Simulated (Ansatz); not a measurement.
**ZrO2 (zirconia) at B3LYP/def2-TZVP (core potential)**

What is the energy change on altering one bond length of ZrO2 (zirconia) at B3LYP/def2-TZVP (core potential)? 

Program for the calculation: Ansatz 0.2.0.

2 further runs of the same task are left out: 2 set aside as unsound or not needed.

## (1) The molecule

ZrO2: 3 atoms, total charge 0, spin state singlet. As SMILES, `[O]=[Zr]=[O]`. Geometry: relaxed at PBE0-D4/def2-TZVP.

Bond lengths: O1–Zr2 1.761 Å, Zr2–O3 1.761 Å. Angles: O1–Zr2–O3 107.9°.

## (2) The energy at B3LYP/def2-TZVP (core potential)

Input file job.yaml:

```yaml
crystal:
  periodic: [false, false, false]
  atoms:
    - {symbol: O, position_ang: [0.654500, 1.252500, 0.388400]}
    - {symbol: Zr, position_ang: [0.348500, -0.481700, 0.351800]}
    - {symbol: O, position_ang: [-1.003000, -0.770800, -0.740100]}
basis:
  gaussian:
    orbitals: def2-TZVP
accuracy: high
output: {orbitals: {seedname: orbitals}}
hamiltonian:
  xc: {name: B3LYP}
```

The run is started by

```sh
$ ansatz run job.yaml --threads 1 --pin off --max-ram 3480MiB --events-out events.jsonl --progress --plain --runs-dir runs
```

Output:

```text
Warning: RAYON_NUM_THREADS=1 ignored (pool sized by the plan → 1); use --threads N
Functional definition: B3LYP
  name "B3LYP"
  parameter a0 = 0.2
  parameter ax = 0.72
  parameter ac = 0.81
  exchange = (1 - a0 - ax)*slater_x + ax*b88_x + a0*exact_x
  correlation = (1 - ac)*vwn_rpa_c + ac*lyp_c
1687 factors; integrals over basis functions are off by at most 3.4e-9 eV
mean field evaluation 1: about -5354.6849 eV, gradient 1.1e2 eV
mean field evaluation 2: about -4969.6010 eV, gradient 3.5e2 eV
mean field evaluation 4: about -5377.1565 eV, gradient 1.6e1 eV
mean field evaluation 8: about -5377.7376 eV, gradient 1.3e0 eV
mean field evaluation 16: about -5377.7381 eV, gradient 3.9e-5 eV
mean field -5377.73807621 eV, -197.6282291390 hartree, gradient 5.5e-8 eV, S^2 0.000000; 0 other end points of the search recorded, 0 dependent functions left out
reference -5377.73810848 eV, -197.6282303249 hartree; 14, 14 occupied and 88, 88 virtual orbitals, 1687 factors
Total energy: -5377.73810848 eV, -197.6282303249 hartree
```

Wall time 7.2 s (1 thread of Intel Xeon Platinum 8488C (Sapphire Rapids), shared host); peak memory 0.29 GiB.

## (3) The distorted shape

Input file job.yaml:

```yaml
crystal:
  periodic: [false, false, false]
  atoms:
    - {symbol: O, position_ang: [0.700404, 1.512654, 0.393891]}
    - {symbol: Zr, position_ang: [0.348500, -0.481700, 0.351800]}
    - {symbol: O, position_ang: [-1.003000, -0.770800, -0.740100]}
basis:
  gaussian: {orbitals: def2-TZVP}
output: {orbitals: {seedname: orbitals}}
accuracy: high
hamiltonian: {xc: {name: B3LYP}}
```

The run is started by

```sh
$ ansatz run job.yaml --threads 1 --pin off --max-ram 3480MiB --events-out events.jsonl --progress --plain --runs-dir runs
```

Output (excerpt; [...] marks lines left out):

```text
Warning: RAYON_NUM_THREADS=1 ignored (pool sized by the plan → 1); use --threads N
[... 7 set-up lines as earlier in the session ...]
1674 factors; integrals over basis functions are off by at most 7.6e-9 eV
mean field evaluation 1: about -5351.1030 eV, gradient 1.1e2 eV
mean field evaluation 2: about -4899.1740 eV, gradient 3.6e2 eV
mean field evaluation 4: about -5374.7688 eV, gradient 3.1e1 eV
mean field evaluation 8: about -5376.8961 eV, gradient 7.0e-1 eV
mean field evaluation 16: about -5376.8928 eV, gradient 3.1e-4 eV
mean field -5376.89283792 eV, -197.5971672047 hartree, gradient 4.7e-8 eV, S^2 0.000000; 0 other end points of the search recorded, 0 dependent functions left out
reference -5376.89287040 eV, -197.5971683983 hartree; 14, 14 occupied and 88, 88 virtual orbitals, 1674 factors
Total energy: -5376.89287040 eV, -197.5971683983 hartree
```

It took 9.6 s on 1 thread of Intel Xeon Platinum 8488C (Sapphire Rapids), shared host; peak memory 0.28 GiB.

## (4) Outcome

Level: B3LYP/def2-TZVP (core potential).

```
                                                          quantity          value
                                         first shape: total energy  -197.62823 Eh
                                          first shape: HOMO energy       -6.55 eV
                                          first shape: LUMO energy       -3.29 eV
                                        first shape: HOMO–LUMO gap        3.27 eV
                                     distorted shape: total energy  -197.59717 Eh
                                      distorted shape: HOMO energy       -6.23 eV
                                      distorted shape: LUMO energy       -3.68 eV
                                    distorted shape: HOMO–LUMO gap        2.56 eV
energy change with the O1–Zr2 bond stretched from 1.761 to 2.026 Å       0.845 eV
```

What this shows: With the O1–Zr2 bond stretched from 1.761 to 2.026 Å the energy rises by 0.85 eV (19.5 kcal/mol). The first shape isn't relaxed at this level, so the change isn't measured from a minimum.
